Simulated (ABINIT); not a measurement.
The system is BiTe.

```
Bi Te
1.0
     0.00000    3.23500    3.23500
     3.23500    0.00000    3.23500
     3.23500    3.23500    0.00000
Bi Te
1 1
Direct
  0.00000 0.00000 0.00000
  0.50000 0.50000 0.50000
```

Base run:

```yaml
Program: ABINIT 10.8.3 (patched build)
Functional: r2SCAN
Potentials_or_basis: JTH PAW PBE v2.0
Cutoff: 707 eV
k_mesh: 7 × 7 × 7
Occupations: fermi-dirac, width 0.05 eV
Spin: no spin polarisation
```

Its results: band gap on the k mesh none (metal or under the smearing width); pressure -0.2 GPa.

Problem. The run is repeated on the same cell with these changes: functional from r2SCAN to SCAN. What comes out?

Solution. Band gap on the k mesh none (metal or under the smearing width); pressure -1.6 GPa.

Caveats: the PAW data sets were made with another functional, which shifts forces and pressure a little; spin-orbit coupling is left out, which moves the levels of the heavy elements.
